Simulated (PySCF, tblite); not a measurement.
# C₅H₈BNS: geometry, infrared bands and NMR shifts

Aim: predict the infrared bands and NMR shifts of C₅H₈BNS (`CB(C)S/C=C\C#N`).

Computed with tblite 0.8.0 and PySCF 2.14.0, with density-fitted response routines of our own, on a single molecule in the gas phase. Atoms are numbered from 0 throughout.

## 1. Starting geometry

16 atoms, charge 0, multiplicity 1; geometry from: force field or distance geometry start.

Bonds of the start (Å): C0–B1 1.59, B1–C2 1.59, B1–S3 1.90, S3–C4 1.79, C4–C5 1.34, C5–C6 1.45, C6–N7 1.17, C0–H8 1.12, C0–H9 1.14, C0–H10 1.10, C2–H11 1.12, C2–H12 1.10, C2–H13 1.11, C4–H14 1.07, C5–H15 1.06.

## 2. Relaxing the molecule with GFN2-xTB

What the job is given:

```
{"job": {"kind": "relax", "xc": "GFN2-xTB", "basis": "xTB"}, "charge": 0, "multiplicity": 1}
C     -1.733400    -1.267300    -0.105700
B     -1.004900     0.136700     0.026700
C     -1.959200     1.389800     0.256200
S      0.539900     0.120900     1.131200
C      1.746700    -0.886700     0.285200
C      2.924800    -0.303400     0.044400
C      3.179900     1.056200     0.479400
N      3.381600     2.150200     0.829500
H     -1.015300    -2.089600     0.155800
H     -2.551800    -1.245700     0.690500
H     -2.146900    -1.393300    -1.119400
H     -1.636800     1.973000     1.159600
H     -1.980200     2.069200    -0.603000
H     -2.972700     1.017800     0.505800
H      1.524400    -1.886100    -0.031600
H      3.696200    -0.832800    -0.448600
```

Run with:

```console
> OMP_NUM_THREADS=1 python probes_run.py task.json out
```

One launch serves the whole session: the jobs run in the order shown.

Log:

```text
step      E/eV     max force
  0    -601.03269    2.513
  1    -601.17754    5.217
  2    -601.33017    2.653
  3    -601.44693    0.730
  4    -601.49691    0.571
  5    -601.53313    0.528
  6    -601.57819    0.553
  7    -601.61495    0.444
  8    -601.64653    0.440
  9    -601.68024    0.542
 10    -601.71661    0.556
 11    -601.75499    0.483
 12    -601.78403    0.415
 13    -601.79875    0.285
 14    -601.80848    0.299
 15    -601.82082    0.275
 16    -601.83385    0.281
 17    -601.84285    0.246
 18    -601.84781    0.179
 19    -601.85146    0.155
 20    -601.85535    0.148
 21    -601.85971    0.139
 22    -601.86366    0.145
 23    -601.86840    0.163
 24    -601.87641    0.245
 25    -601.89032    0.315
 26    -601.90847    0.479
 27    -601.92355    0.272
 28    -601.93090    0.280
 29    -601.93434    0.546
 30    -601.93945    0.190
 31    -601.94647    0.370
 32    -601.95317    0.357
 33    -601.95759    0.239
 34    -601.96352    0.181
 35    -601.96966    0.170
 36    -601.97423    0.303
 37    -601.97709    0.184
 38    -601.98003    0.279
 39    -601.98365    0.161
 40    -601.98791    0.155
 41    -601.99148    0.140
 42    -601.99345    0.103
 43    -601.99503    0.110
 44    -601.99687    0.088
 45    -601.99808    0.078
 46    -601.99876    0.088
 47    -601.99945    0.096
 48    -602.00053    0.093
 49    -602.00185    0.077
 50    -602.00299    0.070
 51    -602.00388    0.121
 52    -602.00485    0.165
 53    -602.00627    0.174
 54    -602.00810    0.119
 55    -602.00969    0.098
 56    -602.01071    0.086
 57    -602.01145    0.060
 58    -602.01211    0.059
 59    -602.01269    0.050
 60    -602.01314    0.049
 61    -602.01352    0.050
 62    -602.01395    0.049
 63    -602.01443    0.067
 64    -602.01492    0.067
 65    -602.01537    0.049
 66    -602.01576    0.057
 67    -602.01611    0.045
 68    -602.01644    0.043
 69    -602.01672    0.039
 70    -602.01697    0.048
 71    -602.01722    0.037
 72    -602.01738    0.027
 73    -602.01745    0.027
 74    -602.01750    0.026
 75    -602.01755    0.025
 76    -602.01760    0.016
 77    -602.01763    0.013
 78    -602.01767    0.021
 79    -602.01771    0.024
 80    -602.01777    0.022
 81    -602.01781    0.017
 82    -602.01785    0.016
 83    -602.01788    0.015
 84    -602.01792    0.017
 85    -602.01798    0.024
 86    -602.01807    0.026
 87    -602.01817    0.029
 88    -602.01828    0.031
 89    -602.01840    0.028
 90    -602.01854    0.037
 91    -602.01873    0.040
 92    -602.01897    0.059
 93    -602.01926    0.080
 94    -602.01966    0.090
 95    -602.02037    0.089
 96    -602.02168    0.158
 97    -602.02371    0.189
 98    -601.99370    0.907
 99    -602.02732    0.164
100    -602.02918    0.087
101    -602.03121    0.097
102    -602.03231    0.217
103    -602.03380    0.122
104    -602.03589    0.104
105    -602.03913    0.182
106    -602.04020    0.286
107    -602.04327    0.116
108    -602.04459    0.126
109    -602.04580    0.123
110    -602.04659    0.080
111    -602.04700    0.084
112    -602.04742    0.099
113    -602.04771    0.125
114    -602.04804    0.060
115    -602.04824    0.058
116    -602.04864    0.065
117    -602.04899    0.093
118    -602.04939    0.074
119    -602.04965    0.046
120    -602.04984    0.026
121    -602.04996    0.026
122    -602.05006    0.026
123    -602.05011    0.016
124    -602.05014    0.019
125    -602.05019    0.022
126    -602.05025    0.024
127    -602.05032    0.018
128    -602.05039    0.017
129    -602.05044    0.016
130    -602.05047    0.015
131    -602.05050    0.017
132    -602.05054    0.016
133    -602.05062    0.025
134    -602.05078    0.030
135    -602.05109    0.043
136    -602.05162    0.066
137    -602.05244    0.075
138    -602.05360    0.082
139    -602.05483    0.076
140    -602.05443    0.135
141    -602.05547    0.131
142    -602.05604    0.039
143    -602.05628    0.032
144    -602.05652    0.077
145    -602.05672    0.054
146    -602.05695    0.031
147    -602.05715    0.038
148    -602.05733    0.050
149    -602.05752    0.047
150    -602.05770    0.035
151    -602.05780    0.024
152    -602.05787    0.036
153    -602.05793    0.016
154    -602.05797    0.011
155    -602.05800    0.008
```

Wall time 3.3 s (1 thread of Intel Xeon at 2.50GHz, shared host); peak memory 0.18 GiB.

The steps of the relaxation: (not every step is listed)

```tsv
step	energy from step 0 (eV)	largest force (eV/Å)
0	0.0000	2.5132
1	-0.1449	5.2169
2	-0.2975	2.6528
3	-0.4142	0.7303
4	-0.4642	0.5714
5	-0.5004	0.5279
6	-0.5455	0.5526
7	-0.5823	0.4443
8	-0.6138	0.4403
22	-0.8310	0.1450
36	-0.9415	0.3035
50	-0.9703	0.0705
64	-0.9822	0.0667
78	-0.9850	0.0211
92	-0.9863	0.0589
106	-1.0075	0.2865
120	-1.0172	0.0262
134	-1.0181	0.0303
148	-1.0246	0.0497
150	-1.0250	0.0346
151	-1.0251	0.0238
152	-1.0252	0.0356
153	-1.0252	0.0158
154	-1.0253	0.0114
155	-1.0253	0.0082
```

Distances of close pairs at the start and the end, largest changes first:

```tsv
bond	before (Å)	after (Å)	change (Å)
B1–S3	1.899	1.798	-0.101
C0–H9	1.142	1.087	-0.055
C5–C6	1.450	1.404	-0.046
C2–H11	1.123	1.088	-0.035
S3–C4	1.785	1.751	-0.035
C0–H8	1.123	1.091	-0.032
C5–H15	1.058	1.082	+0.025
C6–N7	1.166	1.148	-0.019
```

The next job starts from the end point, and lists it.

## 3. Infrared spectrum with GFN2-xTB

What the job is given:

```
{"job": {"kind": "ir", "xc": "GFN2-xTB", "basis": "xTB"}, "charge": 0, "multiplicity": 1}
C     -1.482190    -1.216717    -0.186059
B     -1.153447     0.261291     0.265771
C     -2.303538     1.299999     0.552297
S      0.522818     0.874461     0.483474
C      1.573839    -0.472989     0.103256
C      2.910471    -0.397831     0.136720
C      3.624765     0.763028     0.475278
N      4.236524     1.694922     0.747598
H     -1.097126    -1.955258     0.518007
H     -2.553229    -1.385617    -0.268076
H     -1.047356    -1.455821    -1.156876
H     -1.943153     2.272332     0.880732
H     -2.911561     1.458298    -0.338680
H     -2.987151     0.926229     1.314334
H      1.086454    -1.395965    -0.165629
H      3.516282    -1.261418    -0.106076
```

Log:

```text
mode    cm-1     km/mol
  1      22.6      0.93
  2      72.1      5.51
  3      82.3      4.16
  4      85.0      0.94
  5     145.7      0.43
  6     157.2      0.63
  7     263.7      0.63
  8     266.4      0.69
  9     304.9      1.13
 10     322.1      3.93
 11     351.4      3.16
 12     503.7      1.69
 13     570.3     11.76
 14     635.5      4.15
 15     735.9     20.88
 16     752.9      2.73
 17     767.0     63.28
 18     826.9     17.83
 19     863.0      0.02
 20     864.7      0.38
 21     880.9    124.34
 22     994.5      5.87
 23    1066.4    327.26
 24    1141.7    103.61
 25    1163.8      4.32
 26    1282.3     27.00
 27    1387.9     43.59
 28    1394.0     22.55
 29    1480.4      1.94
 30    1484.1      2.43
 31    1497.3      2.55
 32    1497.8      1.35
 33    1594.1    113.17
 34    2362.0    199.15
 35    2992.8     11.82
 36    2997.6     28.55
 37    3004.6     13.73
 38    3015.0     16.49
 39    3038.8     11.62
 40    3042.7     33.21
 41    3049.1      5.73
 42    3094.5      7.45
```

Run time: 1.7 s. Hardware: 1 thread of Intel Xeon at 2.50GHz, shared host; peak memory 0.18 GiB.

The strongest bands and the atoms that carry them (share of the mass-weighted mode):

```tsv
cm⁻¹	km/mol	atoms
767	63.3	C4 57 %, S3 23 %
881	124.3	B1 23 %, H8 14 %, H12 13 %, H10 13 %
1066	327.3	B1 50 %, H9 12 %
1142	103.6	B1 67 %, C2 10 %
1388	43.6	H8 21 %, H10 21 %, H9 13 %, C0 12 %
1594	113.2	C5 55 %, C4 41 %
2362	199.2	C6 60 %, N7 39 %
3043	33.2	H9 84 %
```

## 4. Nuclear shieldings: PBE0/pcSseg-1

Same as in step 3 but for these lines:

```diff
@@ -1,2 +1,2 @@
-{"job": {"kind": "ir", "xc": "GFN2-xTB", "basis": "xTB"}, "charge": 0, "multiplicity": 1}
+{"job": {"kind": "nmr", "xc": "PBE0", "basis": "pcSseg-1"}, "charge": 0, "multiplicity": 1}
 C     -1.482190    -1.216717    -0.186059
```

Method: GIAO PBE0/pcSseg-1 NMR shielding, non-relativistic, gas phase.

Log:

```text
coarse grid: 14168 points
cycle   1  E = -672.4915890316  dE =  9.637e-01  |g| = 5.503e-01  |ddm| = 3.719e+00
cycle   2  E = -672.3408578622  dE =  1.507e-01  |g| = 9.790e-01  |ddm| = 1.338e+00
cycle   3  E = -672.5603317837  dE = -2.195e-01  |g| = 2.236e-01  |ddm| = 9.344e-01
cycle   4  E = -672.5715112397  dE = -1.118e-02  |g| = 3.843e-02  |ddm| = 1.680e-01
cycle   5  E = -672.5717565646  dE = -2.453e-04  |g| = 2.010e-02  |ddm| = 4.963e-02
cycle   6  E = -672.5718617105  dE = -1.051e-04  |g| = 4.139e-03  |ddm| = 2.025e-02
cycle   7  E = -672.5718658340  dE = -4.123e-06  |g| = 1.484e-03  |ddm| = 5.244e-03
final grid: 132968 points
cycle   8  E = -672.6180817900  dE = -3.600e-05  |g| = 1.031e-02  |ddm| = 3.707e-02
cycle   9  E = -672.6180668373  dE =  1.495e-05  |g| = 1.275e-02  |ddm| = 2.079e-02
cycle  10  E = -672.6181084485  dE = -4.161e-05  |g| = 1.167e-03  |ddm| = 1.264e-02
cycle  11  E = -672.6181087919  dE = -3.433e-07  |g| = 3.433e-04  |ddm| = 1.353e-03
cycle  12  E = -672.6181088169  dE = -2.499e-08  |g| = 1.510e-04  |ddm| = 3.993e-04
cycle  13  E = -672.6181088209  dE = -4.003e-09  |g| = 7.318e-05  |ddm| = 1.561e-04
cycle  14  E = -672.6181088221  dE = -1.184e-09  |g| = 1.743e-05  |ddm| = 6.369e-05
cycle  15  E = -672.6181088221  dE = -7.185e-11  |g| = 3.094e-06  |ddm| = 1.667e-05
converged SCF energy = -672.6181088221

GIAO shielding tensors (ppm)
atom      isotropic    diamagn.    paramagn.     s11        s22        s33       span
  0 C      177.868     254.603     -76.734    160.693    185.454    187.458     26.765
  1 B       25.626     189.917    -164.290    -26.381    -10.839    114.098    140.479
  2 C      173.008     252.965     -79.957    153.224    178.415    187.386     34.161
  3 S      343.676    1060.762    -717.086    160.101    343.116    527.811    367.709
  4 C       29.631     262.464    -232.833    -88.399     25.340    151.953    240.352
  5 C       82.096     251.607    -169.511    -17.452    104.664    159.077    176.529
  6 C       67.140     259.979    -192.839    -46.830    -46.038    294.287    341.117
  7 N      -68.045     340.248    -408.294   -217.951   -191.270    205.085    423.036
  8 H       30.784      31.727      -0.943     26.098     30.016     36.238     10.140
  9 H       30.405      30.457      -0.052     26.032     29.305     35.879      9.847
 10 H       30.792      32.321      -1.529     26.081     30.077     36.219     10.138
 11 H       30.545      31.241      -0.696     25.864     30.309     35.462      9.598
 12 H       30.619      29.718       0.901     27.011     28.327     36.520      9.508
 13 H       30.605      29.233       1.372     26.911     28.455     36.447      9.536
 14 H       24.316      34.707     -10.391     21.082     22.454     29.412      8.330
 15 H       26.198      27.145      -0.947     22.538     26.186     29.870      7.332
```

Run time: 69 s. Hardware: 1 thread of Intel Xeon at 2.50GHz, shared host; peak memory 0.96 GiB.

Shifts follow as δ = σ(reference) − σ, with reference shieldings (ppm) from runs at the same level and on the same kind of geometry: 1H TMS 31.72, 13C TMS 186.9, 15N NH3 267.7, 11B BF3·OEt2 100.1, 33S CS2 504. The references are single molecules in the gas phase, so shifts against H2O, NH3, PH3, H3PO4 or CFCl3 are not on the usual liquid scales and can be off by tens of ppm. Atoms listed in one row are averaged.

```tsv
atoms	environment	σ (ppm)	δ (ppm)	δ scaled to CDCl3
C4	alkene CH	29.6	157.3	147.2
C6	nitrile carbon	67.1	119.8	115.0
C5	alkene CH	82.1	104.8	100.4
C0, C2	methyl carbon bonded to B	175.4	11.5	9.3
H14	hydrogen on an alkene CH	24.32	7.40	7.08
H15	hydrogen on an alkene CH	26.20	5.52	5.31
H8, H9, H10, H11, H12, H13	hydrogen on a methyl carbon bonded to B	30.63	1.09	1.13
B1	boron bonded to 2 C, S	25.6	74.4	–
S3	sulfur bonded to C, B	344	160	–
N7	nitrile nitrogen	-68.0	335.8	–
```

The scaled column applies a straight-line fit of computed shieldings to shifts measured in CDCl3, with any fitted terms for Cl, Br or S neighbours (root-mean-square error 0.16 ppm for H, 1.9 ppm for C).

The run also stored atomic charges by several schemes (e):

```tsv
atoms	Mulliken	IAO	Hirshfeld	ESP fit
C0, C2	-0.53	-0.57	-0.19	-0.71
B1	0.39	0.15	0.16	0.60
S3	-0.02	0.20	0.04	-0.19
C4	-0.24	-0.21	-0.03	-0.03
C5	-0.09	-0.21	-0.05	-0.42
C6	0.09	0.13	0.07	0.54
N7	-0.24	-0.23	-0.21	-0.49
```

Mayer bond orders: C0–B1 1.04, B1–C2 1.06, B1–S3 1.15, S3–C4 1.09, C4–C5 1.79, C5–C6 1.07, C6–N7 2.99.

## 5. What came out

| quantity | value |
| --- | --- |
| strongest single infrared mode (GFN2-xTB) | 1066 cm⁻¹, 327 km/mol |
| zero-point energy (GFN2-xTB) | 74.4 kcal/mol |
| 13C shifts against TMS (PBE0/pcSseg-1, means over atoms taken as alike) | 157.3, 119.8, 104.8, 11.5 ppm |
| 1H shifts against TMS (PBE0/pcSseg-1, means over atoms taken as alike) | 7.40, 5.52, 1.09 ppm |
| 11B shifts against BF3·OEt2 (PBE0/pcSseg-1) | 74.4 ppm |
| 33S shifts against CS2 (PBE0/pcSseg-1) | 160 ppm |
| 15N shifts against NH3 (PBE0/pcSseg-1) | 335.8 ppm |

**Reading.** The optimisation took 155 steps and gained 1.025 eV; among the close pairs (by a distance rule), B1–S3 changed most, from 1.899 to 1.798 Å. No mode is imaginary among the 42: a minimum at this level. The strongest single mode, at 1066 cm⁻¹, is spread over many atoms; the largest shares are those of B1, H9. Unscaled tight-binding wavenumbers are off by several per cent, some by more. Its intensities can rank the bands wrongly. At PBE0/pcSseg-1: The largest span, 423 ppm, is at N7, where the paramagnetic term is -408 ppm.
